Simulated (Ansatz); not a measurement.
**CH₄BI (SMILES BCI): one structure at several levels**

A test off equilibrium: a structure displaced at random from a GFN2-xTB minimum is computed at several levels, and each is set against CCSD(T).

Method: single points in def2-TZVPP; program: Ansatz 0.2.0, Gaussian basis.

Cores are frozen in the correlated methods. Filled d shells of the heavier atoms are correlated. Core potentials replace the inner electrons past krypton, and spin-orbit coupling is left out.

## 1. Starting geometry

SMILES `BCI`, 7 atoms, charge 0, spin multiplicity 1.

Atoms are counted from 1 here; the program's logs count them from 0.

Bond lengths: B1–C2 1.609 Å, B1–H4 1.163 Å, B1–H5 1.331 Å, C2–I3 2.282 Å, C2–H6 1.179 Å, C2–H7 1.063 Å. Angles: C2–B1–H4 122.3°, C2–B1–H5 115.9°, H4–B1–H5 119.3°, B1–C2–I3 116.8°, B1–C2–H6 110.8°, B1–C2–H7 111.8°, I3–C2–H6 105.6°, I3–C2–H7 105.5°, H6–C2–H7 105.7°.

Coordinates:

```xyz
7

B    -0.9012    0.1369   -0.3917
C     0.5753    0.0481    0.2423
I     1.1543   -1.9281    1.2264
H    -1.5649   -0.8039   -0.5577
H    -1.1840    1.2589   -1.0494
H     0.7243    0.8708    1.0736
H     1.3284    0.2339   -0.4850
```

## 2. CCSD(T)/def2-TZVPP

File run/in.yaml:

```yaml
crystal:
  periodic: [false, false, false]
  atoms:
    - {symbol: B, position_ang: [-0.901200, 0.136900, -0.391700]}
    - {symbol: C, position_ang: [0.575300, 0.048100, 0.242300]}
    - {symbol: I, position_ang: [1.154300, -1.928100, 1.226400]}
    - {symbol: H, position_ang: [-1.564900, -0.803900, -0.557700]}
    - {symbol: H, position_ang: [-1.184000, 1.258900, -1.049400]}
    - {symbol: H, position_ang: [0.724300, 0.870800, 1.073600]}
    - {symbol: H, position_ang: [1.328400, 0.233900, -0.485000]}
basis:
  gaussian: {orbitals: def2-TZVPP}
correlation: {method: ccsd_t}
output: {forces: true}
```

No record of the launch command was kept for these runs.

## 3. PBE0-D4/def2-TZVPP

run/in.yaml, as its differences from that of step 2:

```diff
@@ -12,3 +12,3 @@
   gaussian: {orbitals: def2-TZVPP}
-correlation: {method: ccsd_t}
-output: {forces: true}
+hamiltonian: {xc: pbe0, dispersion: d4}
+output: {forces: true, orbitals: {seedname: orbitals}}
```

## 4. wB97M-V/def2-TZVPP

run/in.yaml, as its differences from that of step 3:

```diff
@@ -12,3 +12,3 @@
   gaussian: {orbitals: def2-TZVPP}
-hamiltonian: {xc: pbe0, dispersion: d4}
-output: {forces: true, orbitals: {seedname: orbitals}}
+hamiltonian: {xc: {name: wB97M-V}}
+output: {forces: true}
```

## 5. r2SCAN-D4/def2-TZVPP

run/in.yaml, as its differences from that of step 4:

```diff
@@ -12,3 +12,3 @@
   gaussian: {orbitals: def2-TZVPP}
-hamiltonian: {xc: {name: wB97M-V}}
+hamiltonian: {xc: r2scan, dispersion: d4}
 output: {forces: true}
```

## 6. PBE-D4/def2-TZVPP

run/in.yaml, as its differences from that of step 5:

```diff
@@ -12,3 +12,3 @@
   gaussian: {orbitals: def2-TZVPP}
-hamiltonian: {xc: r2scan, dispersion: d4}
+hamiltonian: {xc: pbe, dispersion: d4}
 output: {forces: true}
```

## 7. SPW92/def2-TZVPP

run/in.yaml, as its differences from that of step 6:

```diff
@@ -12,3 +12,3 @@
   gaussian: {orbitals: def2-TZVPP}
-hamiltonian: {xc: pbe, dispersion: d4}
+hamiltonian: {xc: lda}
 output: {forces: true}
```

## 8. wB97X-V/def2-TZVPP

run/in.yaml, as its differences from that of step 7:

```diff
@@ -12,3 +12,3 @@
   gaussian: {orbitals: def2-TZVPP}
-hamiltonian: {xc: lda}
+hamiltonian: {xc: {name: wB97X-V}}
 output: {forces: true}
```

(Steps that only read results are left out.)

Before running it: what results should come out? Wanted: energy less free atoms, CCSD(T)/def2-TZVPP; RMS force component; RMS force error; HOMO and LUMO, PBE0-D4; T1 diagnostic.

As calculated:

| quantity | value |
| --- | --- |
| energy less free atoms, CCSD(T)/def2-TZVPP | -2171.4 kJ/mol |
| RMS force component | 1.174 to 1.248 eV/Å over the methods |
| RMS force error | PBE0-D4 0.118, wB97M-V 0.077, r2SCAN-D4 0.164, PBE-D4 0.220, SPW92 0.352, wB97X-V 0.079 eV/Å |
| HOMO and LUMO, PBE0-D4 | -7.25 and -2.09 eV |
| T1 diagnostic | 0.010 |

What this shows: Against CCSD(T) the functionals' energies less atoms differ by -349.8 to -50.8 kJ/mol, PBE-D4 by -97.6 kJ/mol. The reference is not at the basis limit: in triple zeta CCSD(T) underbinds, which counts against methods that bind more; the gaps are no ranking. For forces wB97M-V does best and SPW92 worst. Frozen-core CCSD(T) forces in triple zeta carry basis errors of their own, and this is one geometry, so small gaps rank nothing.
